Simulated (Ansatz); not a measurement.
**AsF2+ (triplet): from Hartree-Fock to the top rungs, cc-pVDZ**

One table from this session's results is given with a row withheld; the runs are named, their logs left out.

Method: cc-pVDZ, core rule «outside noble gas», up to 16 orbitals frozen; program: Ansatz 0.2.0, Gaussian basis.

The runs, in order: UHF; CCSD(T) on ROHF; CCSD(T) on UHF; BCCD(T) on ROHF; CISD as a restricted active space (open shells left free, so some higher excitations enter); CCSDT(Q) on ROHF; CCSDT(Q) on UHF; CASSCF and MRCISD+Q, 14 electrons in 10 orbitals; CASSCF and NEVPT2, 14 electrons in 10 orbitals.

27 further runs of the same task are left out: 2 for a known fault of the program, 13 that didn't finish, 12 set aside as unsound or not needed. Runs told in other sessions of the task aren't counted.

## The geometry

The geometry is a PBE0/def2-TZVP stationary point (not a proven minimum) of the parent state, kept for this charge and spin. No spin-orbit coupling is included. The filled d shell of As may be among the frozen orbitals whatever the setting's name suggests.

3 atoms, charge 1, spin multiplicity 3.

Atoms are counted from 1 here; the program's logs count them from 0.

Bond lengths: As1–F2 1.800 Å, As1–F3 1.800 Å. Angles: F2–As1–F3 180.0°.

As a file:

```xyz
3
charge 1, multiplicity 3
As    0.0000    0.0000    0.0000
F     0.0000    0.0000   -1.8000
F     0.0000    0.0000    1.8000
```

The first run:

The input, in.yaml:

```yaml
crystal:
  periodic: [false, false, false]
  atoms:
    - {symbol: As, position_ang: [0.000000, 0.000000, 0.000000]}
    - {symbol: F, position_ang: [0.000000, 0.000000, -1.800000]}
    - {symbol: F, position_ang: [0.000000, 0.000000, 1.800000]}
basis:
  gaussian: {orbitals: cc-pVDZ}
total_charge: 1
magnetization: {spin_polarized: true, initial_magnetization: 2}
hamiltonian: {xc: hf}
output: {orbitals: {seedname: orbitals}}
```

Started as:

```console
$ ansatz run in.yaml --threads 1 --pin off --events-out ev --progress --plain --max-ram 2393MiB
```

Steps of the session up to this table: UHF; CCSD(T) on ROHF; CCSD(T) on UHF; BCCD(T) on ROHF; CISD as a restricted active space (open shells left free, so some higher excitations enter); CCSDT(Q) on ROHF; CCSDT(Q) on UHF; CASSCF and MRCISD+Q, 14 electrons in 10 orbitals; CASSCF and NEVPT2, 14 electrons in 10 orbitals.

One table of the session follows, with a row left open; its other results are not shown here.

```
          method  from RCCSDT(Q) (meV)
            ROHF              +13682.1
             UHF              +13070.4
            RMP2                +596.7
            UMP2               +1058.2
           RCCSD                +505.1
           UCCSD                +457.5
        RCCSD(T)                 +90.0
        UCCSD(T)                 +98.0
         BCCD(T)                     ?
          RCCSDT                 +46.8
          UCCSDT                 +35.0
       RCCSDT(Q)                     0
       UCCSDT(Q)                 -28.6
  CASSCF valence              +11114.5
  NEVPT2 valence               +1124.4
  MRCISD valence               +1016.9
MRCISD+Q valence                +171.1
```

Q: Estimate the row for BCCD(T) from the others.

As computed: from RCCSDT(Q) (meV): +88.3. In the column «from RCCSDT(Q) (meV)» it lies between RCCSDT (+46.8) and RCCSD(T) (+90.0).

Not comparable, so not listed: CISD as a restricted active space (open shells left free, so some higher excitations enter) (they don't share determinant, frozen orbitals or solution with the rows shown, or repeat one).

To keep in mind: Restricted and unrestricted rows rest on different reference determinants; a gap between their highest levels can come from leftover correlation error, from unlike frozen cores or from another state.
